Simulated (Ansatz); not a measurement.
Working through a ladder of methods at one geometry of C2H7BGeO, SMILES BO[C](=C)[GeH3]

Program: Ansatz 0.2.0 through its Python package.

Typed at the interpreter:
```pycon
>>> from dataclasses import dataclass
>>> from pathlib import Path
>>> import ansatz as az
>>> import numpy as np
>>> @dataclass(frozen=True)
... class Settings:
...     basis: str = "def2-SVP"
...
>>> opts = Settings()
>>> GEOMETRY = """
... B    -1.08550    1.78800   -0.48930
... O    -1.03990    0.81410    0.58460
... C    -0.20320   -0.28370    0.57480
... C    -0.12120   -1.09840    1.62730
... Ge    1.06180   -0.66630   -0.87770
... H    -1.90290    2.73890   -0.39730
... H    -0.43450    1.77550   -1.46570
... H    -0.83340   -0.90940    2.44920
... H     0.46010   -1.95550    1.71700
... H     2.03520    0.53690   -1.00350
... H     0.25000   -0.85980   -2.15130
... H     1.89050   -1.93540   -0.53420
... """
>>> c2h7bgeo = az.Crystal.molecule()
>>> for line in GEOMETRY.strip().splitlines():
...     symbol, *xyz = line.split()
...     c2h7bgeo = c2h7bgeo.atom(symbol, [float(v) for v in xyz])
...
>>> calc = (
...     c2h7bgeo.calculation()
...     .basis(gaussian=opts.basis)
...     .scf(lower_state_search="off")
... )
>>> print("functional    E (Ha)        dipole (D)   HOMO (eV)  LUMO (eV)")
functional    E (Ha)        dipole (D)   HOMO (eV)  LUMO (eV)
>>> for name in ["pbe", "blyp", "cam_b3lyp", "hse06"]:
...     report = calc.functional(name).forces().orbitals().run(threads=1, runs_dir="runs").report
...     lines = Path(report["orbitals_path"]).read_text().splitlines()
...     field_of = lambda key: [line.split("=")[1].strip() for line in lines if line.startswith(key)]
...     orbitals = [(27.211386 * float(e), s, float(n)) for e, s, n in zip(field_of("Ene="), field_of("Spin="), field_of("Occup="))]
...     homo = max(e for e, _, n in orbitals if n > 0.5)
...     lumo = min(e for e, _, n in orbitals if n < 0.5)
...     dipole = 4.803205 * np.linalg.norm(report["charge_distribution"]["dipole_moment_e_ang"])
...     print(f"{name:10s} {report['free_energy_ev'] / 27.211386246:14.6f} {dipole:9.3f} {homo:11.3f} {lumo:10.3f}")
...
pbe          -2256.519811     0.983      -6.323     -2.189
blyp         -2257.050928     0.981      -6.113     -1.999
cam_b3lyp    -2257.100563     1.022      -8.646      0.005
hse06        -2256.584468     0.988      -7.011     -1.562
```

Caveats:
- The settings weren't tested for convergence.
- The geometry is a force-field or estimated start, not a minimum of this method, and the basis set is short of its limit. A lower total doesn't mark the better method: functionals have no common bound, and MP2 and coupled cluster aren't variational.
- Levels such as HOMO and LUMO are orbital energies: with these approximate functionals they aren't the ionisation energy and electron affinity, and their gap isn't the fundamental gap.
- hse06 follows the composition of plane-wave codes, whose totals differ by tens of mHa, up to about 0.1 Ha, from the form usual in Gaussian-basis programs (wpbeh).
- Wall time of the script: 20 s on 1 thread of Arm Neoverse V1 (shared host), peak memory 0.34 GiB.
